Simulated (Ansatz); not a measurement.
# CW: the cost of one run

Method: the levels named in each step, in Ansatz 0.2.0.

**1. The starting structure**

Bond lengths: C1–W2 1.962 Å.

Structure file:

```xyz
2

C     0.0000    0.0000    0.0000
W     0.0000    0.0000    1.9622
```

**2. A rough first relaxation, PBE-D4/def2-SVP**

input.yaml

```yaml
crystal:
  periodic: [false, false, false]
  atoms:
    - { symbol: C, position_ang: [0.0, 0.0, 0.0] }
    - { symbol: W, position_ang: [0.0, 0.0, 1.96222] }
magnetization:
  spin_polarized: true
  initial_magnetization: 1
total_charge: 1
basis:
  gaussian: { orbitals: def2-SVP }
hamiltonian:
  xc: pbe
  dispersion: d4
relax:
  f_tol: 0.03
  max_steps: 200
```

Command:

```
ansatz run input.yaml --threads 2 --pin off --max-ram 5120MiB --backend cpu --events-out ev --progress --plain --runs-dir out
```

Q: Estimate wall time and peak memory on 2 threads of Oxide Virtual Turin-like (Zen 5), shared host.

About 18 s, with a peak of 0.14 GiB.
